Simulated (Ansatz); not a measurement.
ZrS, space group Fm-3m: a test of the smearing width, run with Ansatz's Python interface.

`POSCAR`
```text
ZrS
1.0
   0.00000000    2.62500000    2.62500000
   2.62500000    0.00000000    2.62500000
   2.62500000    2.62500000    0.00000000
Zr S
1 1
Direct
   0.00000000    0.00000000    0.00000000
   0.50000000    0.50000000    0.50000000
```

The script, `zrs.py`:
```python
'''Smearing width test for ZrS.'''

from dataclasses import dataclass

import ansatz as az
from ase.io import read


@dataclass(frozen=True)
class Options:
    xc: str = 'r2SCAN'
    dispersion: str = 'd3bjatm'
    k_spacing: float = 0.23


cfg = Options()

atoms = read('POSCAR', format='vasp')
structure = az.Crystal.from_ase(atoms)

job = structure.calculation()
job = job.functional(cfg.xc, dispersion=cfg.dispersion)
job = job.pseudopotentials('nc')
job = job.kpoints(spacing=cfg.k_spacing).mixing('broyden')
job = job.forces()
job = job.stress()

rows = []
for value in [0.5, 0.3, 0.2, 0.1]:
    report = job.occupations('fermi_dirac', width=value).run().report
    rows.append((value, report['free_energy_ev'] / len(report['lattice']['sites']), report['n_iterations'], sum(report['stress_gpa'][i][i] for i in range(3)) / 3, max(abs(f) for row in report['forces_ev_ang'] for f in row), report['n_kpoints']))

print('  width (eV)   F/atom (eV)    iterations       P (GPa)  max component (eV/A)      k-points')
for row in rows:
    print(f'{str(row[0]):>12s}  {row[1]:12.5f}  {row[2]:12d}  {row[3]:12.3f}  {row[4]:20.4f}  {row[5]:12d}')

# differences from the last row
for row in rows[:-1]:
    shift = 1000 * (row[1] - rows[-1][1])
    print(f'{row[0]}: {shift:+.2f} meV/atom' + ('  (within 5 meV)' if abs(shift) < 5 else ''))
```

How much does the free energy per atom change between the narrowest and the widest smearing, and why?

Going from 0.1 to 0.5 eV changes F by -254.3 meV an atom. With this scheme F falls roughly as the square of the width; the report's estimate for zero width (energy_sigma0_ev) moves by only -0.8 meV. The pressure moves from -3.41 to -0.11 GPa.

The output:

`python zrs.py` gives:
```text
DeckWarning: basis.ecutwfc = 1150 eV, auto-derived from the records' recommended cutoffs: set by Zr (normal level)
  width (eV)   F/atom (eV)    iterations       P (GPa)  max component (eV/A)      k-points
         0.5    -948.51849             9        -0.108                0.0000            47
         0.3    -948.34799             9        -2.291                0.0000            47
         0.2    -948.29500             9        -3.009                0.0000            47
         0.1    -948.26422             9        -3.407                0.0000            47
0.5: -254.26 meV/atom
0.3: -83.76 meV/atom
0.2: -30.78 meV/atom
```
(Warnings from the package without file and line.)

The run is spin-unpolarised. Such functionals run on norm-conserving files made under PBE, which can move pressures by some GPa. Dispersion corrections can be off by several per cent in the lattices of metals, and by several GPa in the pressure at a fixed cell. The mesh is modest for a metal, so energies can be off by several to tens of meV an atom and pressures by half a GPa or more; differences at equal mesh fare better. The smearing is wide enough that free energy and stress hold a thermal part of the electrons. Forces vanish by symmetry here and test nothing. Of the deposited cell: the entry's cell lengths or inner coordinates differ somewhat from later room-temperature determinations. The narrowest width needs the finest mesh, so the last row is no converged reference. Pressure is positive in compression. The structure is a deposited one; some such entries were measured under pressure or heat, so a shift against it needn't be the functional's error alone. Hardware and time: 50 s on 1 thread of Intel(R) Xeon(R) Processor @ 2.30GHz, on a shared host, peak memory 1 GiB.
